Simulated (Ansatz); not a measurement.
SrNbO3 and its elements: a formation energy from the elements, run with Ansatz 0.2.0 through its Python package.

`formation_srnbo3.py`
```python
"""Is SrNbO3 bound against its elements, after relaxing cells and atoms."""

from collections import Counter
import logging
import sys
import warnings

import ansatz as az
import numpy as np

logging.basicConfig(stream=sys.stdout, format="%(name)s: %(message)s")
logger = logging.getLogger("run")
logger.setLevel(logging.INFO)

PHASES = {
    "SrNbO3": (
        [[4.06969, 0.0, 0.0], [0.0, 4.06969, 0.0], [0.0, 0.0, 4.06969]],
        [
            ("Sr", [0.5, 0.5, 0.5]),
            ("Nb", [0.0, 0.0, 0.0]),
            ("O", [0.0, 0.5, 0.0]),
            ("O", [0.0, 0.0, 0.5]),
            ("O", [0.5, 0.0, 0.0]),
        ],
    ),
    "Sr": (
        [[0.0, 3.04235, 3.04235], [3.04235, 0.0, 3.04235], [3.04235, 3.04235, 0.0]],
        [
            ("Sr", [0.0, 0.0, 0.0]),
        ],
    ),
    "Nb": (
        [[-1.66395, 1.66395, 1.66395], [1.66395, -1.66395, 1.66395], [1.66395, 1.66395, -1.66395]],
        [
            ("Nb", [0.0, 0.0, 0.0]),
        ],
    ),
    "O2": (
        [[9.0, 0.0, 0.0], [0.0, 9.5, 0.0], [0.0, 0.0, 10.0]],
        [
            ("O", [0.5, 0.5, 0.4385]),
            ("O", [0.5, 0.5, 0.5615]),
        ],
    ),
}


def build(vectors, sites):
    crystal = az.Crystal(lattice=az.Lattice.of(vectors))
    for symbol, position in sites:
        crystal = crystal.atom(symbol, position)
    return crystal

POLARISED = {"O2"}

GASES = {"O2"}


def run_phase(name, crystal):
    calc = crystal.calculation()
    calc = calc.functional("PBEsol")
    calc = calc.accuracy("medium")
    calc = calc.mixing("anderson", beta=0.1)
    calc = calc.eigensolver("auto", mixed_precision=False).scf(max_iterations=80)
    calc = calc.basis(460)
    calc = calc.kpoints(spacing=0.3)
    calc = calc.occupations("cold", width=0.05)
    calc = calc.stress()
    if name in POLARISED:
        calc = calc.spin("collinear")
    if name in GASES:
        return calc.kpoints(1, 1, 1).relax(force_tolerance=0.01).run()
    calc = calc.relax(force_tolerance=0.01, cell=True)
    return calc.run()


def counts(outcome):
    return Counter(site.symbol for site in outcome.lattice.sites)

def formation_energy(outcome, mu):
    n = counts(outcome)
    return (outcome.report["energy_sigma0_ev"] - sum(k * mu[element] for element, k in n.items())) / sum(n.values())


def volume_per_atom(outcome):
    return abs(np.linalg.det(outcome.lattice.cell_ang)) / len(outcome.lattice.sites)

warnings.simplefilter("ignore", az.DeckWarning)

phases = {name: build(*cell) for name, cell in PHASES.items()}
phases["O2"] = phases["O2"].moments(O=1.0)

done = {}
for name, crystal in phases.items():
    done[name] = run_phase(name, crystal)
    logger.info(f"{name}: {done[name].report['energy_sigma0_ev']:.4f} eV, {len(done[name].lattice.sites)} atoms")

# energy of one atom in its reference phase
references = {"Sr": "Sr", "Nb": "Nb", "O": "O2"}
mu = {element: done[name].report["energy_sigma0_ev"] / len(done[name].lattice.sites) for element, name in references.items()}

target = done["SrNbO3"]
heat = formation_energy(target, mu)
for element, value in mu.items():
    logger.info(f"mu({element}) = {value:.4f} eV from {references[element]}, {volume_per_atom(done[references[element]]):.2f} A^3/atom")
logger.info(f"formation energy of SrNbO3: {heat:.4f} eV/atom = {96.4853 * heat:.1f} kJ/mol of atoms")
# no correction for the overbinding of the gas molecule is applied
```

Is SrNbO3 bound against its elements at this level, and by how much?

The formation energy is -2.929 eV an atom (-282.6 kJ per mole of atoms), so SrNbO3 lies below the reference phases.

The run itself:

Output of `python formation_srnbo3.py`:
```text
run: SrNbO3: -9677.1628 eV, 5 atoms
run: Sr: -3492.1849 eV, 1 atoms
run: Nb: -4495.4632 eV, 1 atoms
run: O2: -1116.5790 eV, 2 atoms
run: mu(Sr) = -3492.1849 eV from Sr, 52.22 A^3/atom
run: mu(Nb) = -4495.4632 eV from Nb, 17.45 A^3/atom
run: mu(O) = -558.2895 eV from O2, 427.50 A^3/atom
run: formation energy of SrNbO3: -2.9293 eV/atom = -282.6 kJ/mol of atoms
```

Reading the output:
- These settings explore the input space; cutoff and mesh may be short of convergence.
- The magnetic order follows from the starting moments and needn't be the lowest.
- For the metals among these phases the mesh is modest: differences between phases can be off by up to 40 meV an atom.
- The program warned that this SCF threshold is loose for forces or stresses.
- The cells come from databases of deposited and of computed structures, and not all need be stable phases.
- The compound is the structure given, not necessarily its lowest; energies are at zero temperature, with no correction for gases. Magnetic phases start from parallel moments and may not end in their lowest magnetic state. A semilocal functional's error on such energies is often 0.05 to 0.1 eV an atom, and 0.1 to 0.3 eV against gases such as O2 or F2.
- The script silences the warnings on its input, which a real study should read.
- Run time: 26 s on 1 thread of AMD EPYC 9B14 (Zen 4), with other jobs on the host, peak memory 0.86 GiB.

(Lines on the test bed's own set-up are left out of the output.)
